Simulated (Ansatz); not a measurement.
**CH4ClSn+ (SMILES Cl[CH2][SnH2+]): one structure at several levels**

One table from this session's results is given with a row withheld; the runs are named, their logs left out.

The runs use Ansatz 0.2.0, Gaussian basis; single points in def2-TZVPP.

Correlated methods freeze the cores. Filled d shells of the heavier atoms are correlated. Core potentials replace the inner electrons past krypton, and spin-orbit coupling is left out.

## The system as given

7 atoms, charge 1, spin multiplicity 1.

Atoms are counted from 1 here; the program's logs count them from 0.

Bond lengths: Cl1–C2 1.739 Å, Cl1–Sn3 2.706 Å, C2–Sn3 2.142 Å, C2–H4 1.229 Å, C2–H5 1.182 Å, Sn3–H6 1.752 Å, Sn3–H7 1.738 Å. Angles: C2–Cl1–Sn3 52.3°, Cl1–C2–Sn3 87.8°, Cl1–C2–H4 107.4°, Cl1–C2–H5 112.5°, Sn3–C2–H4 118.4°, Sn3–C2–H5 122.9°, H4–C2–H5 105.7°, Cl1–Sn3–C2 40.0°, Cl1–Sn3–H6 95.7°, Cl1–Sn3–H7 95.2°, C2–Sn3–H6 116.3°, C2–Sn3–H7 110.0°, H6–Sn3–H7 118.7°.

Coordinates:

```xyz
7

Cl   -0.5322   -1.4120    0.8095
C    -0.7548   -0.3353   -0.5384
Sn    0.8180    0.8708    0.2735
H    -1.9066    0.0894   -0.4821
H    -0.6677   -0.8891   -1.5786
H     0.4962    1.6310    1.8185
H     2.3527    0.0917    0.0286
```

Set-up of the first run:

The input, run/in.yaml:

```yaml
crystal:
  periodic: [false, false, false]
  atoms:
    - {symbol: Cl, position_ang: [-0.532200, -1.412000, 0.809500]}
    - {symbol: C, position_ang: [-0.754800, -0.335300, -0.538400]}
    - {symbol: Sn, position_ang: [0.818000, 0.870800, 0.273500]}
    - {symbol: H, position_ang: [-1.906600, 0.089400, -0.482100]}
    - {symbol: H, position_ang: [-0.667700, -0.889100, -1.578600]}
    - {symbol: H, position_ang: [0.496200, 1.631000, 1.818500]}
    - {symbol: H, position_ang: [2.352700, 0.091700, 0.028600]}
basis:
  gaussian: {orbitals: def2-TZVPP}
total_charge: 1
correlation: {method: ccsd_t}
output: {forces: true}
```

The command line of these runs was not kept.

Steps of the session up to this table: CCSD(T)/def2-TZVPP; PBE0-D4/def2-TZVPP; wB97M-V/def2-TZVPP; r2SCAN-D4/def2-TZVPP; PBE-D4/def2-TZVPP; BHLYP-D4/def2-TZVPP; SPW92/def2-TZVPP.

One table of the session follows, with a row left open; its other results are not shown here.

| method | RMS force component (eV/Å) | angle to CCSD(T) forces (°) |
| --- | --- | --- |
| CCSD(T) | 1.482 | reference |
| PBE0-D4 | 1.425 | 4.3 |
| wB97M-V | 1.482 | 2.5 |
| r2SCAN-D4 | 1.440 | 3.3 |
| PBE-D4 | 1.357 | 6.1 |
| BHLYP-D4 | 1.564 | 3.7 |
| SPW92 | ? | ? |

Q: Estimate the row for SPW92 from the others.

As computed: RMS force component (eV/Å): 1.239; angle to CCSD(T) forces (°): 8.5. In the column «RMS force component (eV/Å)» it is the lowest.
